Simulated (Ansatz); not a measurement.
Geometry optimisation, DFT r2SCAN, scalar-relativistic, plane waves, PAW (Ansatz 0.2.0).

Input:

```yaml
crystal:
  lattice:
    - [0.0, 5.43, 5.43]
    - [5.43, 0.0, 5.43]
    - [5.43, 5.43, 0.0]
  atoms:
    - { symbol: Si, position: [0.0, 0.0, 0.0] }
    - { symbol: Si, position: [0.125, 0.125, 0.125] }
    - { symbol: Si, position: [0.0, 0.0, 0.5] }
    - { symbol: Si, position: [0.125, 0.125, 0.625] }
    - { symbol: Si, position: [0.0, 0.5, 0.0] }
    - { symbol: Si, position: [0.125, 0.625, 0.125] }
    - { symbol: Si, position: [0.0, 0.5, 0.5] }
    - { symbol: Si, position: [0.125, 0.625, 0.625] }
    - { symbol: Si, position: [0.5, 0.0, 0.0] }
    - { symbol: Si, position: [0.625, 0.125, 0.125] }
    - { symbol: Si, position: [0.5, 0.0, 0.5] }
    - { symbol: Si, position: [0.625, 0.125, 0.625] }
    - { symbol: Si, position: [0.5, 0.5, 0.0] }
    - { symbol: Si, position: [0.625, 0.625, 0.125] }
    - { symbol: Si, position: [0.5, 0.5, 0.5] }
    - { symbol: Si, position: [0.625, 0.625, 0.625] }
    - { symbol: Co, position: [0.25184173, 0.24506055, 1.25008856], spin: 1.0 }
magnetization:
  spin_polarized: true
basis:
  ecutwfc: 500.0
kpoints:
  mp_grid: { grid: [2, 2, 2] }
hamiltonian:
  xc: r2scan
  pseudopotentials: { kind: paw, azcp: { folder: soft_1 } }
scf:
  occupations: { method: gaussian, width: 0.02 }
  lower_state_search: "off"
relax:
  f_tol: 0.03
  max_steps: 60
  adjacent_minimum: "off"
```

Command:

```bash
$ ansatz run input.yaml --threads 4 --pin off --max-ram 10240MiB --backend cpu --events-out ev --progress --plain --runs-dir out
```

**Question.** Where does it end, and by what steps?

**Answer.** The forces met the threshold. Limits of this set-up: coarse k mesh, a small cell, in which the defect meets its images, a typed lattice constant that wasn't relaxed here. After 7 steps the energy has fallen by 0.043 eV; Si2 moved furthest, 0.06 Å.

| step | energy less start (eV) | largest force component (eV/Å) | accepted |
| --- | --- | --- | --- |
| 0 | 0.0000 | 0.332 | yes |
| 1 | -0.0316 | 0.181 | yes |
| 2 | -0.0380 | 0.068 | yes |
| 3 | -0.0401 | 0.051 | yes |
| 4 | -0.0386 | 0.107 | no |
| 5 | -0.0420 | 0.041 | yes |
| 6 | -0.0425 | 0.034 | yes |
| 7 | -0.0428 | 0.014 | yes |

```xyz
17
Lattice="0.0000 5.4300 5.4300 5.4300 0.0000 5.4300 5.4300 5.4300 0.0000" Properties=species:S:1:pos:R:3
Si -0.038 0.001 -0.001
Si 1.354 1.312 1.315
Si 2.716 2.697 -0.021
Si 4.048 4.086 1.347
Si 2.716 -0.025 2.695
Si 4.048 1.345 4.082
Si 5.407 2.716 2.714
Si 6.778 4.068 4.069
Si 0.050 2.716 2.714
Si 1.354 4.119 4.113
Si 2.716 5.456 2.733
Si 4.118 6.790 4.072
Si 2.716 2.735 5.449
Si 4.118 4.071 6.785
Si 5.450 5.431 5.429
Si 6.778 6.793 6.789
Co 8.090 8.145 2.715
```

Whether the end is a true minimum wasn't checked by a vibrational analysis.

Run time: 4.8 min on 4 threads of Arm Neoverse V1, with other jobs on the host, peak memory 1.8 GiB.
